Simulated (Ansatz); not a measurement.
From input file to script: CH6AsNSi2, SMILES [AsH2][SiH2]C1=N[SiH2]1 in Ansatz 0.2.0.

```yaml
crystal:
  periodic: [false, false, false]
  atoms:
    - { symbol: As, position_ang: [0.1256, -0.3222, 2.3936] }
    - { symbol: Si, position_ang: [0.2602, -1.4288, 0.3735] }
    - { symbol: C, position_ang: [-0.0092, -0.2482, -1.0347] }
    - { symbol: "N", position_ang: [0.0386, -0.0286, -2.4012] }
    - { symbol: Si, position_ang: [-0.2793, 1.3337, -1.5042] }
    - { symbol: H, position_ang: [-1.2185, 0.4724, 1.9022] }
    - { symbol: H, position_ang: [1.0319, 0.8758, 1.8757] }
    - { symbol: H, position_ang: [1.6381, -2.0157, 0.2711] }
    - { symbol: H, position_ang: [-0.7593, -2.4588, 0.3535] }
    - { symbol: H, position_ang: [0.918, 2.1247, -1.1216] }
    - { symbol: H, position_ang: [-1.6807, 1.6388, -1.0872] }
basis:
  gaussian: { orbitals: "6-31G*" }
hamiltonian:
  xc: pbe0
```

The program run on that file:
```console
$ ansatz run input.yaml --threads 1 --pin off --max-ram 4096MiB --backend cpu --events-out ev --progress --plain --runs-dir out
Engine: ansatz 0.2.0, aarch64-unknown-linux-gnu
Functional definition: PBE0
  parameter a = 0.25
  parameter kappa = 0.804
  parameter beta = 0.06672455060314922
  exchange = (1 - a)*pbe_x(kappa = kappa, mu = beta*pi^2/3) + a*exact_x
  correlation = pbe_c(beta = beta)
1135 factors; integrals over basis functions are off by at most 8.5e-4 eV
mean field evaluation 1: about -79187.8740 eV, gradient 4.2e1 eV
mean field evaluation 2: about -79177.7631 eV, gradient 7.3e1 eV
mean field evaluation 4: about -79192.0069 eV, gradient 8.5e0 eV
mean field evaluation 8: about -79192.3719 eV, gradient 1.9e-1 eV
mean field evaluation 16: about -79192.3720 eV, gradient 5.6e-5 eV
mean field -79192.37199492 eV, -2910.2659922956 hartree, gradient 5.6e-5 eV, S^2 0.000000; 0 other end points of the search recorded, 0 dependent functions left out
reference -79192.37202706 eV, -2910.2659934767 hartree; 40, 40 occupied and 75, 75 virtual orbitals, 1135 factors
Total energy: -79192.37202706 eV, -2910.2659934767 hartree
```

`energy.py`:
```python
# -*- coding: utf-8 -*-
import argparse
import warnings

import ansatz

parser = argparse.ArgumentParser(description="Electronic structure of the CH6AsNSi2 molecule.")
parser.add_argument("--basis", default="6-31G*", help="basis")
parser.add_argument("--functional", default="PBE0", help="exchange-correlation functional")
args = parser.parse_args()

warnings.simplefilter("ignore", ansatz.DeckWarning)

geometry = (
    ansatz.Crystal.molecule()
    .atom("As", (0.1256, -0.3222, 2.3936))
    .atom("Si", (0.2602, -1.4288, 0.3735))
    .atom("C", (-0.0092, -0.2482, -1.0347))
    .atom("N", (0.0386, -0.0286, -2.4012))
    .atom("Si", (-0.2793, 1.3337, -1.5042))
    .atom("H", (-1.2185, 0.4724, 1.9022))
    .atom("H", (1.0319, 0.8758, 1.8757))
    .atom("H", (1.6381, -2.0157, 0.2711))
    .atom("H", (-0.7593, -2.4588, 0.3535))
    .atom("H", (0.918, 2.1247, -1.1216))
    .atom("H", (-1.6807, 1.6388, -1.0872))
)

calc = geometry.calculation().basis(gaussian=args.basis).functional(args.functional)
result = calc.run()
summary = result.report

print(f"E = {summary['free_energy_ev']:.6f} eV = {summary['free_energy_ev'] / 27.211386246:.7f} Ha")
print("converged:", summary["converged"], " doubts:", summary["published_state_doubts"] or "none")
```

```console
$ python energy.py
E = -79192.372027 eV = -2910.2659935 Ha
converged: True  doubts: none
```

Notes:
- Total energies depend on the basis set; only differences at equal settings carry meaning.
- The geometry is a force-field or estimated start, not a minimum of this method, and the basis set is short of its limit.
- Wall time of the script: 6.5 s on 1 thread of Arm Neoverse V2, on a shared host, peak memory 0.33 GiB.

(A comment or docstring line of the script was reworded after the run, the code is as it ran; lines on the test bed's own set-up are left out of the output.)
